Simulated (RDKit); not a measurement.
# extended Hückel run of SiH2Br (SMILES [SiH2]Br)

We compute the charge distribution of SiH2Br. Input form: a Python script.

The results are computed with RDKit 2026.09.1.

### Step 1. The molecule

SiH2Br has 4 atoms, charge 0, and is taken as a doublet. SMILES: `[SiH2]Br`. Geometry: relaxed at GFN2-xTB.

Bond lengths: Si1–Br2 2.231 Å, Si1–H3 1.452 Å, Si1–H4 1.452 Å. Angles: Br2–Si1–H3 106.9°, Br2–Si1–H4 107.0°, H3–Si1–H4 116.0°.

### Step 2. The charge distribution at extended Hückel

Contents of mol.xyz:

```xyz
4

Si    -0.159120    -0.197240    -0.399050
Br     1.666810    -0.329380     0.875910
H     -1.275520    -0.638850     0.417340
H     -0.232170     1.165470    -0.894200
```

Contents of run.py:

```python
# eht eht with RDKit
import json
import numpy as np
from rdkit import Chem
from rdkit.Chem import AllChem
from rdkit.Chem import rdDetermineBonds
from rdkit.Chem import rdEHTTools

m = Chem.MolFromXYZFile("mol.xyz")
symbols = [a.GetSymbol() for a in m.GetAtoms()]
start = m.GetConformer().GetPositions().copy()

ok, res = rdEHTTools.RunMol(m, keepOverlapAndHamiltonianMatrices=True)
if not ok:
    raise RuntimeError("the extended Hueckel run failed")
eps = np.array(res.GetOrbitalEnergies())
nel = res.numElectrons
homo = (nel + 1) // 2 - 1
print(f"{res.numOrbitals} orbitals, {nel} valence electrons, sum of one-electron energies {res.totalEnergy:.4f} eV")
for i in range(max(0, homo - 5), min(len(eps), homo + 4)):
    print(f"{i + 1:4d} {eps[i]:10.4f} eV", "(HOMO)" if i == homo else "(LUMO)" if i == homo + 1 else "")
q = np.array(res.GetAtomicCharges())
print("Mulliken charges:", " ".join(f"{a}{i + 1}={c:+.3f}" for i, (a, c) in enumerate(zip(symbols, q))))
op = res.GetReducedOverlapPopulationMatrix()
pairs = [(k, i, op[i * (i + 1) // 2 + k]) for i in range(len(symbols)) for k in range(i) if abs(op[i * (i + 1) // 2 + k]) > 0.1]
print("reduced overlap populations above 0.1")
for k, i, p in pairs:
    print(f"  {symbols[k]}{k + 1}-{symbols[i]}{i + 1} {p:7.3f}")
json.dump(dict(symbols=symbols, start=start.tolist(), energy=res.totalEnergy * 23.060548, homo=eps[homo], lumo=eps[homo + 1] if homo + 1 < len(eps) else None, orbital_energies=eps.round(4).tolist(), charges_mulliken=q.tolist(), bond_orders=[[k + 1, i + 1, round(p, 4)] for k, i, p in pairs], nel=nel), open("results.json", "w"))
```

Launch:

```bash
$ python run.py
```

What values should one expect? Wanted: sum of orbital energies; HOMO energy; LUMO energy.

Computed results:

Level: extended Hückel.

```
                             quantity        value
              sum of orbital energies  -7.54978 Eh
HOMO energy (as the program lists it)     -9.14 eV
LUMO energy (as the program lists it)      3.85 eV
```
